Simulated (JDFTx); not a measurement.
# Tc (P6_3/mmc) in JDFTx: relaxation of cell and atoms with RPBE

Aim: the relaxation of cell and atoms of Tc with RPBE.

Program: JDFTx 1.7.0 (patched build). These are calculated values, not measurements. Logs are shortened: lines on timing, memory, paths and dates and some standing lists are left out, and cuts for length are marked. The log counts tension as positive stress, the text compression.

## Step 1: The crystal as given

The structure is hexagonal, space group P6_3/mmc (No. 194). The conventional cell has a = 2.739 Å, b = 2.739 Å, c = 8.770 Å, α = 90.00°, β = 90.00°, γ = 120.00°. Tc (site symmetry -6m2) has 12 Tc at 2.70 to 2.74 Å as nearest neighbours. Tc (site symmetry -3m) is surrounded by 12 Tc at 2.70 to 2.74 Å.

## Step 2: Relaxation of cell and atoms, RPBE

The input, Tc.in:

```
include Tc.lattice
coords-type Lattice
include Tc.ionpos

ion-species pseudo/Tc.upf
elec-cutoff 42 336
elec-ex-corr gga-x-rpbe gga-c-pbe
kpoint-folding 6 6 2
elec-smearing Fermi 0.0018374661
elec-n-bands 39
electronic-SCF nIterations 100 energyDiffThreshold 1e-09
electronic-minimize nIterations 30 energyDiffThreshold 1e-7
forces-output-coords Cartesian
lattice-minimize nIterations 40 energyDiffThreshold 1e-6

dump-name run.$VAR
dump End Ecomponents EigStats BandEigs Kpoints Forces Stress
```

The input, Tc.lattice:

```
lattice \
    5.1766312578    -2.5883156288     0.0000000000 \
    0.0000000000     4.4830941753     0.0000000000 \
    0.0000000000     0.0000000000    16.5723017910
```

The input, Tc.ionpos:

```
ion Tc     0.6666666667     0.3333333333     0.7500000000 1
ion Tc     0.0000000000     0.0000000000     0.5000000000 1
ion Tc     0.3333333333     0.6666666667     0.2500000000 1
ion Tc     0.0000000000     0.0000000000     0.0000000000 1
```

Potentials or basis: PseudoDojo-SR-PBE-0.5-standard with smoothed tails.

Started as:

```
$ jdftx -c 1 -i Tc.in -o Tc.out
```

Output:

```text
*************** JDFTx 1.7.0 (patched build) ***************

Input parsed successfully to the following command list (including defaults):
[... the input with its defaults ...]

---------- Setting up symmetries ----------

Found 24 point-group symmetries of the bravais lattice
Found 24 space-group symmetries with basis
Applied RMS atom displacement 2.11335e-10 bohrs to make symmetries exact.

---------- Initializing the Grid ----------
R =
[      5.17663     -2.58832            0  ]
[            0      4.48309            0  ]
[            0            0      16.5723  ]
unit cell volume = 384.599
G =
[    1.21376   0.700764         -0  ]
[          0    1.40153          0  ]
[          0         -0   0.379138  ]
Minimum fftbox size, Smin = [  44  44  140  ]
Chosen fftbox size, S = [  48  48  140  ]

---------- Initializing tighter grid for wavefunction operations ----------
R =
[      5.17663     -2.58832            0  ]
[            0      4.48309            0  ]
[            0            0      16.5723  ]
unit cell volume = 384.599
G =
[    1.21376   0.700764         -0  ]
[          0    1.40153          0  ]
[          0         -0   0.379138  ]
Minimum fftbox size, Smin = [  32  32  100  ]
Chosen fftbox size, S = [  32  32  100  ]

---------- Exchange Correlation functional ----------
Initialized LibXC exchange functional 'Hammer, Hansen, and Norskov'
Initialized LibXC correlation functional 'Perdew, Burke & Ernzerhof'

---------- Setting up pseudopotentials ----------
Width of ionic core gaussian charges (only for fluid interactions / plotting) set to 0

Reading pseudopotential file 'pseudo/Tc.upf':
  'Tc' pseudopotential, 'PBE' functional
  Generated using ONCVPSP code by D. R. Hamann
  15 valence electrons, 4 orbitals, 6 projectors, 1001 radial grid points, with lMax = 2
    4S    l: 0   occupation:  2.0   eigenvalue: -2.696647
    4P    l: 1   occupation:  6.0   eigenvalue: -1.666320
    4D    l: 2   occupation:  5.0   eigenvalue: -0.244828
    5S    l: 0   occupation:  2.0   eigenvalue: -0.185336
  Core radius for overlap checks: 1.32 bohrs.

Initialized 1 species with 4 total atoms.

Folded 1 k-points by 6x6x2 to 72 k-points.

---------- Setting up k-points, bands, fillings ----------
Reduced to 14 k-points under symmetry.
Computing the number of bands and number of electrons
Calculating initial fillings.
nElectrons:  60.000000   nBands: 39   nStates: 14

----- Setting up reduced wavefunction bases (one per k-point) -----
average nbasis = 5000.431 , ideal nbasis = 5000.067

---------- Setting up ewald sum ----------
Optimum gaussian width for ewald sums = 2.302693 bohr.
Real space sum over 1183 unit cells with max indices [  6  6  3  ]
Reciprocal space sum over 3025 terms with max indices [  5  5  12  ]

---------- Allocating electronic variables ----------
Initializing wave functions:  linear combination of atomic orbitals
Tc pseudo-atom occupations:   s ( 2 0 )  p ( 6 )  d ( 7 )
	FillingsUpdate:  mu: +0.889299111  nElectrons: 60.000000
LCAOMinimize: Iter:   0  F: -324.1019176006150815  |grad|_K:  1.912e-03  alpha:  1.000e+00
	FillingsUpdate:  mu: +0.895110501  nElectrons: 60.000000
LCAOMinimize: Iter:   1  F: -324.1147244632567208  |grad|_K:  2.210e-03  alpha:  2.435e-01  linmin: -1.421e-02  cgtest:  1.731e-01
	FillingsUpdate:  mu: +0.901603289  nElectrons: 60.000000
[... 13 lines of inner loops ...]
LCAOMinimize: 	Predicted alpha/alphaT>3.000000, increasing alphaT to 2.640331e-01.
	FillingsUpdate:  mu: +0.902065662  nElectrons: 60.000000
LCAOMinimize: Iter:   7  F: -324.1352112758174258  |grad|_K:  5.371e-07  alpha:  6.375e-01  linmin: -2.077e-03  cgtest:  5.957e-02
LCAOMinimize: Converged (|Delta F|<1.000000e-06 for 2 iters).

--------- Lattice Minimization ---------

-------- Electronic minimization -----------
Will mix electronic density at each iteration.
	FillingsUpdate:  mu: +0.902065662  nElectrons: 60.000000
	FillingsUpdate:  mu: +0.880164451  nElectrons: 60.000000
SCF: Cycle:  0   F: -324.347550257898376   dF: -2.123e-01   |Residual|: 3.569e-01   |deigs|: 2.739e-02
	FillingsUpdate:  mu: +0.847937597  nElectrons: 60.000000
SCF: Cycle:  1   F: -324.440463455972122   dF: -9.291e-02   |Residual|: 1.146e-01   |deigs|: 4.717e-02
	FillingsUpdate:  mu: +0.834504714  nElectrons: 60.000000
SCF: Cycle:  2   F: -324.426904666102530   dF: +1.356e-02   |Residual|: 8.401e-02   |deigs|: 2.033e-02
	FillingsUpdate:  mu: +0.835486227  nElectrons: 60.000000
SCF: Cycle:  3   F: -324.454226473096242   dF: -2.732e-02   |Residual|: 3.465e-02   |deigs|: 2.993e-03
	FillingsUpdate:  mu: +0.840145944  nElectrons: 60.000000
SCF: Cycle:  4   F: -324.454856906630482   dF: -6.304e-04   |Residual|: 3.249e-02   |deigs|: 7.765e-03
	FillingsUpdate:  mu: +0.837333226  nElectrons: 60.000000
SCF: Cycle:  5   F: -324.455819275831118   dF: -9.624e-04   |Residual|: 6.121e-03   |deigs|: 4.414e-03
	FillingsUpdate:  mu: +0.837224826  nElectrons: 60.000000
[... 55 lines left out ...]
# Energy components:
   Eewald =     -283.6843643632501539
       EH =       44.3746897856988340
     Eloc =     -195.3601300429471053
      Enl =       41.2430796182912331
      Exc =      -54.4779561929306979
 Exc_core =       14.9926604374699401
       KE =      108.4578321650531905
-------------------------------------
     Etot =     -324.4541885926147415
       TS =        0.0016755525192071
-------------------------------------
        F =     -324.4558641451339440

LatticeMinimize: Iter:   0  F: -324.455864145133944  |grad|_K:  2.858e-02

#--- Lowdin population analysis ---
# oxidation-state Tc +0.122 +0.122 +0.122 +0.122

-------- Electronic minimization -----------
Will mix electronic density at each iteration.
	FillingsUpdate:  mu: +0.836876804  nElectrons: 60.000000
	FillingsUpdate:  mu: +0.830280447  nElectrons: 60.000000
SCF: Cycle:  0   F: -324.456584065005927   dF: -6.535e-05   |Residual|: 1.440e-03   |deigs|: 8.508e-06
	FillingsUpdate:  mu: +0.830178429  nElectrons: 60.000000
SCF: Cycle:  1   F: -324.456585483057324   dF: -1.418e-06   |Residual|: 6.081e-04   |deigs|: 1.543e-04
	FillingsUpdate:  mu: +0.830130651  nElectrons: 60.000000
SCF: Cycle:  2   F: -324.456584131868738   dF: +1.351e-06   |Residual|: 6.185e-04   |deigs|: 7.555e-05
	FillingsUpdate:  mu: +0.830128081  nElectrons: 60.000000
SCF: Cycle:  3   F: -324.456585845107099   dF: -1.713e-06   |Residual|: 1.623e-04   |deigs|: 2.112e-05
	FillingsUpdate:  mu: +0.830139891  nElectrons: 60.000000
SCF: Cycle:  4   F: -324.456585864850808   dF: -1.974e-08   |Residual|: 8.533e-05   |deigs|: 2.163e-05
[... 287 lines left out ...]
-------- Electronic minimization -----------
Will mix electronic density at each iteration.
	FillingsUpdate:  mu: +0.807432297  nElectrons: 60.000000
	FillingsUpdate:  mu: +0.807640270  nElectrons: 60.000000
SCF: Cycle:  0   F: -324.457752267215824   dF: -1.902e-04   |Residual|: 3.639e-03   |deigs|: 9.136e-06
	FillingsUpdate:  mu: +0.807609952  nElectrons: 60.000000
SCF: Cycle:  1   F: -324.457729312729441   dF: +2.295e-05   |Residual|: 2.913e-03   |deigs|: 1.251e-04
	FillingsUpdate:  mu: +0.807626652  nElectrons: 60.000000
[... 8 further cycles ...]
SCF: Cycle: 10   F: -324.457761475567850   dF: -7.929e-10   |Residual|: 5.747e-06   |deigs|: 7.481e-08
	FillingsUpdate:  mu: +0.807616521  nElectrons: 60.000000
SCF: Cycle: 11   F: -324.457761475827283   dF: -2.594e-10   |Residual|: 4.703e-06   |deigs|: 4.699e-08
SCF: Converged (|Delta E|<1.000000e-09 for 2 iters).

Setting wave functions to eigenvectors of Hamiltonian
# Lattice vectors:
R =
[      5.20057     -2.60029            0  ]
[  5.28245e-13      4.50383            0  ]
[            0            0      16.9088  ]
unit cell volume = 396.046
[... 42 lines left out ...]
-------- Electronic minimization -----------
Will mix electronic density at each iteration.
	FillingsUpdate:  mu: +0.807616521  nElectrons: 60.000000
	FillingsUpdate:  mu: +0.806885555  nElectrons: 60.000000
SCF: Cycle:  0   F: -324.457766748451888   dF: -2.521e-05   |Residual|: 1.235e-03   |deigs|: 1.356e-06
	FillingsUpdate:  mu: +0.806886076  nElectrons: 60.000000
SCF: Cycle:  1   F: -324.457765203189695   dF: +1.545e-06   |Residual|: 9.242e-04   |deigs|: 4.099e-05
	FillingsUpdate:  mu: +0.806878015  nElectrons: 60.000000
[... 6 further cycles ...]
SCF: Cycle:  8   F: -324.457768422396384   dF: -4.637e-10   |Residual|: 1.536e-06   |deigs|: 1.454e-07
	FillingsUpdate:  mu: +0.806876412  nElectrons: 60.000000
SCF: Cycle:  9   F: -324.457768423124378   dF: -7.280e-10   |Residual|: 1.253e-06   |deigs|: 5.996e-08
SCF: Converged (|Delta E|<1.000000e-09 for 2 iters).

Setting wave functions to eigenvectors of Hamiltonian
# Lattice vectors:
R =
[      5.20677     -2.60339            0  ]
[  6.68409e-13       4.5092            0  ]
[            0            0      16.8822  ]
unit cell volume = 396.366
[... 42 lines left out ...]
-------- Electronic minimization -----------
Will mix electronic density at each iteration.
	FillingsUpdate:  mu: +0.806876412  nElectrons: 60.000000
	FillingsUpdate:  mu: +0.808042354  nElectrons: 60.000000
SCF: Cycle:  0   F: -324.457768066450058   dF: -2.266e-06   |Residual|: 2.131e-04   |deigs|: 2.437e-07
	FillingsUpdate:  mu: +0.808051936  nElectrons: 60.000000
SCF: Cycle:  1   F: -324.457768122749599   dF: -5.630e-08   |Residual|: 1.631e-04   |deigs|: 1.754e-05
	FillingsUpdate:  mu: +0.808057011  nElectrons: 60.000000
[... 3 further cycles ...]
SCF: Cycle:  5   F: -324.457768229353690   dF: -3.350e-10   |Residual|: 1.879e-06   |deigs|: 6.238e-07
	FillingsUpdate:  mu: +0.808063937  nElectrons: 60.000000
SCF: Cycle:  6   F: -324.457768229483236   dF: -1.295e-10   |Residual|: 1.559e-06   |deigs|: 9.212e-08
SCF: Converged (|Delta E|<1.000000e-09 for 2 iters).

Setting wave functions to eigenvectors of Hamiltonian
LatticeMinimize: 	Wolfe criterion not satisfied: alpha: 1  (E-E0)/|gdotd0|: 0.0681834  gdotd/gdotd0: -1.13068 (taking cubic step)

-------- Electronic minimization -----------
Will mix electronic density at each iteration.
	FillingsUpdate:  mu: +0.808063937  nElectrons: 60.000000
	FillingsUpdate:  mu: +0.807443251  nElectrons: 60.000000
SCF: Cycle:  0   F: -324.457769041587369   dF: -6.392e-07   |Residual|: 1.126e-04   |deigs|: 7.669e-08
	FillingsUpdate:  mu: +0.807438062  nElectrons: 60.000000
SCF: Cycle:  1   F: -324.457769060072508   dF: -1.849e-08   |Residual|: 8.425e-05   |deigs|: 9.354e-06
	FillingsUpdate:  mu: +0.807435257  nElectrons: 60.000000
[... 2 further cycles ...]
SCF: Cycle:  4   F: -324.457769088063174   dF: -2.557e-10   |Residual|: 6.151e-06   |deigs|: 1.755e-06
	FillingsUpdate:  mu: +0.807431584  nElectrons: 60.000000
SCF: Cycle:  5   F: -324.457769088105863   dF: -4.269e-11   |Residual|: 1.007e-06   |deigs|: 4.011e-07
SCF: Converged (|Delta E|<1.000000e-09 for 2 iters).

Setting wave functions to eigenvectors of Hamiltonian
# Lattice vectors:
R =
[      5.20554     -2.60277            0  ]
[   6.4036e-13      4.50813            0  ]
[            0            0      16.8805  ]
unit cell volume = 396.138
[... 42 lines left out ...]
-------- Electronic minimization -----------
Will mix electronic density at each iteration.
	FillingsUpdate:  mu: +0.807431584  nElectrons: 60.000000
	FillingsUpdate:  mu: +0.807398158  nElectrons: 60.000000
SCF: Cycle:  0   F: -324.457769129500434   dF: -2.578e-08   |Residual|: 4.195e-05   |deigs|: 1.106e-08
	FillingsUpdate:  mu: +0.807397567  nElectrons: 60.000000
SCF: Cycle:  1   F: -324.457769128620839   dF: +8.796e-10   |Residual|: 3.374e-05   |deigs|: 1.548e-06
	FillingsUpdate:  mu: +0.807397649  nElectrons: 60.000000
[... 2 further cycles ...]
SCF: Cycle:  4   F: -324.457769133300417   dF: -1.876e-11   |Residual|: 5.748e-07   |deigs|: 4.365e-08
	FillingsUpdate:  mu: +0.807397206  nElectrons: 60.000000
SCF: Cycle:  5   F: -324.457769133310592   dF: -1.017e-11   |Residual|: 3.417e-07   |deigs|: 1.855e-08
SCF: Converged (|Delta E|<1.000000e-09 for 2 iters).

Setting wave functions to eigenvectors of Hamiltonian
# Lattice vectors:
R =
[      5.20544     -2.60272            0  ]
[   6.3817e-13      4.50804            0  ]
[            0            0      16.8817  ]
unit cell volume = 396.151
[... 23 lines left out ...]
# Energy components:
   Eewald =     -280.9137387623754876
       EH =       45.4711291630634165
     Eloc =     -199.0639626648176090
      Enl =       41.2185626927711581
      Exc =      -54.4006077351539616
 Exc_core =       14.9926588088147987
       KE =      108.2394832343457409
-------------------------------------
     Etot =     -324.4564752633519333
       TS =        0.0012938699586302
-------------------------------------
        F =     -324.4577691333105918

LatticeMinimize: Iter:   8  F: -324.457769133310592  |grad|_K:  6.157e-05  alpha:  1.000e+00  linmin: -9.669e-01
LatticeMinimize: Converged (|Delta F|<1.000000e-06 for 2 iters).

#--- Lowdin population analysis ---
# oxidation-state Tc +0.124 +0.127 +0.124 +0.127

Dumping 'run.eigStats' ...
	eMin: -1.650234 at state 0 ( [ +0.000000 +0.000000 +0.000000 ] spin 0 )
	HOMO: +0.807291 at state 7 ( [ +0.000000 +0.500000 +0.500000 ] spin 0 )
	mu  : +0.807397
	LUMO: +0.810087 at state 4 ( [ +0.000000 +0.333333 +0.000000 ] spin 0 )
	eMax: +1.114922 at state 13 ( [ +0.333333 +0.333333 +0.500000 ] spin 0 )
	HOMO-LUMO gap: +0.002796
	Optical gap  : +0.010045 at state 4 ( [ +0.000000 +0.333333 +0.000000 ] spin 0 )
Done!
```

Wall time 7.9 min (1 thread of AMD EPYC 7R43 (Zen 3), shared host); peak memory 0.22 GiB.

What came out:

```
Free energy                            : -8828.9457 eV
Relaxed volume                         : 14.68 Å³/atom
Relaxed cell                           : a = 2.755 Å, b = 2.755 Å, c = 8.933 Å, α = 90.00°, β = 90.00°, γ = 120.00°
Space group after relaxing (to 0.05 Å) : P6_3/mmc (No. 194)
Energy gained by relaxing              : 13.0 meV/atom
Ionic steps                            : 9
Pressure after relaxing                : 0.0 GPa
Band gap on the k mesh                 : none (metal or under the smearing width)
```

The path:
```csv
step,energy change (eV),largest force (eV/Å),pressure (GPa),volume (Å³)
1,0.0000,0.0000,9.12,56.99
2,-0.0196,0.0000,6.95,57.38
3,-0.0490,0.0000,0.35,58.64
4,-0.0500,0.0000,0.01,58.71
5,-0.0511,0.0000,0.00,58.71
6,-0.0516,0.0000,0.07,58.69
7,-0.0518,0.0000,-0.16,58.74
8,-0.0518,0.0000,0.01,58.70
9,-0.0518,0.0000,0.00,58.70
```

Final structure:
```
CELL_PARAMETERS angstrom
2.75460 0.00000 0.00000
-1.37730 2.38555 0.00000
0.00000 0.00000 8.93341
ATOMIC_POSITIONS crystal
Tc 0.66667 0.33333 0.75000
Tc 0.00000 0.00000 0.50000
Tc 0.33333 0.66667 0.25000
Tc 0.00000 0.00000 0.00000
```

Levels at points of the mesh, in eV from the Fermi level:
```tsv
k point	band 28	band 29	band 30	band 31	band 32	band 33
(0.00, 0.00, 0.00)	-1.11	-1.11	-1.02	-1.02	0.37	0.37
(0.00, 0.00, 0.50)	-1.29	-1.29	-1.29	-0.10	-0.10	0.79
(0.00, 0.50, 0.00)	0.17	0.18	2.06	2.89	2.91	2.98
(0.00, 0.50, 0.50)	0.00	0.61	0.61	2.03	2.03	2.96
```

Caveat: the k mesh is coarse (spacing up to 0.44 Å⁻¹), so the values aren't converged; the potentials were made for another functional, which shifts forces and pressure.
